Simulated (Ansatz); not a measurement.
GdO:

```
CELL_PARAMETERS angstrom
0.00000 2.70000 2.70000
2.70000 0.00000 2.70000
2.70000 2.70000 0.00000
ATOMIC_POSITIONS crystal
Gd 0.00000 0.00000 0.00000
O 0.25000 0.25000 0.25000
```

The cell comes from a database or a generator and needn't be the stable form of this composition.

Base run:

- Program: Ansatz 0.2.0
- Functional: PBE
- Potentials or basis: Ansatz PAW
- Cutoff: 420 eV (not typed: the program's choice for these potentials)
- k mesh: 6 × 6 × 6
- Occupations: gaussian, width 0.05 eV
- Spin: no spin polarisation
- Hubbard terms: Gd f U = 8 eV

Its results: pressure -2.0 GPa.

Question: The run is repeated on the same cell with these changes: spin from no spin polarisation to non-collinear spin, random start; hubbard terms from Gd f U = 8 eV to Gd f U = 7 eV. What comes out?

Answer: Pressure 0.0 GPa; net moment 7.92 μB per cell.

Several settings changed at once, so the effect can't be laid on one alone.

Caveats: the magnetic or orbital state may not be the lowest; a cell with one magnetic atom can't hold antiferromagnetic order, which such compounds often take (some runs).
